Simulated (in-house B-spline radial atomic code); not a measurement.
**Si: a fraction of an electron removed from 2p**

How does the PBE energy of Si change when part of an electron is removed from 2p?

Program: in-house B-spline radial atomic code version 1. Level of theory: non-relativistic PBE, spin-polarised, spherical fractional occupations, point nucleus, basis-set limit. These are calculated values, not measurements, unless marked.

### 1 The system

```
element       : silicon (Z = 14)
charge        : 0
electrons     : 14
configuration : [Ne] 3s2 3p2
Hamiltonian   : non-relativistic
nucleus       : point
```

Outer shells as boxes (Hund's rule):

[Ne] 3s2 3p2
```
[Ne] core
3s [↑↓]
3p [↑ ][↑ ][  ]
```

Where spins are not typed, each open shell is filled with up spins first.

### 2 The start, at fraction 0

Input settings:

```ini
Z = 14
electrons = 14.0
configuration = [Ne] 3s2 3p2
hamiltonian = nr
method = pbe,pbe
spin_polarised = True
```

### 3 0.09 electron removed from 2p

Input settings:

```ini
Z = 14
electrons = 13.91
configuration = [He] 2s2 2p5.91 3s2 3p2
hamiltonian = nr
method = pbe,pbe
spin_polarised = True
```

### 4 0.21 electron removed from 2p

Input settings:

```ini
Z = 14
electrons = 13.79
configuration = [He] 2s2 2p5.79 3s2 3p2
hamiltonian = nr
method = pbe,pbe
spin_polarised = True
```

### 5 0.29 electron removed from 2p

Input settings:

```ini
Z = 14
electrons = 13.71
configuration = [He] 2s2 2p5.71 3s2 3p2
hamiltonian = nr
method = pbe,pbe
spin_polarised = True
```

### 6 0.39 electron removed from 2p

Input settings:

```ini
Z = 14
electrons = 13.61
configuration = [He] 2s2 2p5.61 3s2 3p2
hamiltonian = nr
method = pbe,pbe
spin_polarised = True
```

### 7 0.5 electron removed from 2p

Input settings:

```ini
Z = 14
electrons = 13.5
configuration = [He] 2s2 2p5.5 3s2 3p2
hamiltonian = nr
method = pbe,pbe
spin_polarised = True
```

### 8 0.57 electron removed from 2p

Input settings:

```ini
Z = 14
electrons = 13.43
configuration = [He] 2s2 2p5.43 3s2 3p2
hamiltonian = nr
method = pbe,pbe
spin_polarised = True
```

### 9 0.66 electron removed from 2p

Input settings:

```ini
Z = 14
electrons = 13.34
configuration = [He] 2s2 2p5.34 3s2 3p2
hamiltonian = nr
method = pbe,pbe
spin_polarised = True
```

### 10 0.83 electron removed from 2p

Input settings:

```ini
Z = 14
electrons = 13.17
configuration = [He] 2s2 2p5.17 3s2 3p2
hamiltonian = nr
method = pbe,pbe
spin_polarised = True
```

### 11 0.88 electron removed from 2p

Input settings:

```ini
Z = 14
electrons = 13.120000000000001
configuration = [He] 2s2 2p5.12 3s2 3p2
hamiltonian = nr
method = pbe,pbe
spin_polarised = True
```

### 12 1 electron removed from 2p

Input settings:

```ini
Z = 14
electrons = 13.0
configuration = [He] 2s2 2p5 3s2 3p2
hamiltonian = nr
method = pbe,pbe
spin_polarised = True
```

Q: How does the energy change with the fraction, and which way and how far does it bend from the straight line between the ends?

The runs gave:

| fraction | energy change (eV) | less the straight line (eV) | level 2p down (eV) | sum of <r²> (bohr²) |
| --- | --- | --- | --- | --- |
| 0 | 0.0000 | 0.0000 | -95.216 | 31.999 |
| 0.09 | 8.6743 | -1.1171 | -97.554 | 30.619 |
| 0.21 | 20.5705 | -2.2761 | -100.73 | 28.977 |
| 0.29 | 28.7144 | -2.8357 | -102.88 | 27.986 |
| 0.39 | 39.1378 | -3.2917 | -105.60 | 26.848 |
| 0.5 | 50.9203 | -3.4764 | -108.64 | 25.705 |
| 0.57 | 58.5934 | -3.4189 | -110.60 | 25.030 |
| 0.66 | 68.6612 | -3.1425 | -113.14 | 24.215 |
| 0.83 | 88.3083 | -1.9903 | -118.02 | 22.817 |
| 0.88 | 94.2456 | -1.4926 | -119.47 | 22.437 |
| 1 | 108.7934 | 0.0000 | -123.00 | 21.574 |

What this shows: From fraction 0 to 1 the energy changes by 108.793 eV. It sags under the straight line by up to 3.48 eV (at 0.5). Slater's transition state, the slope from the orbital energy at fraction 0.5 (Janak's theorem), gives 108.638 eV for the whole step.
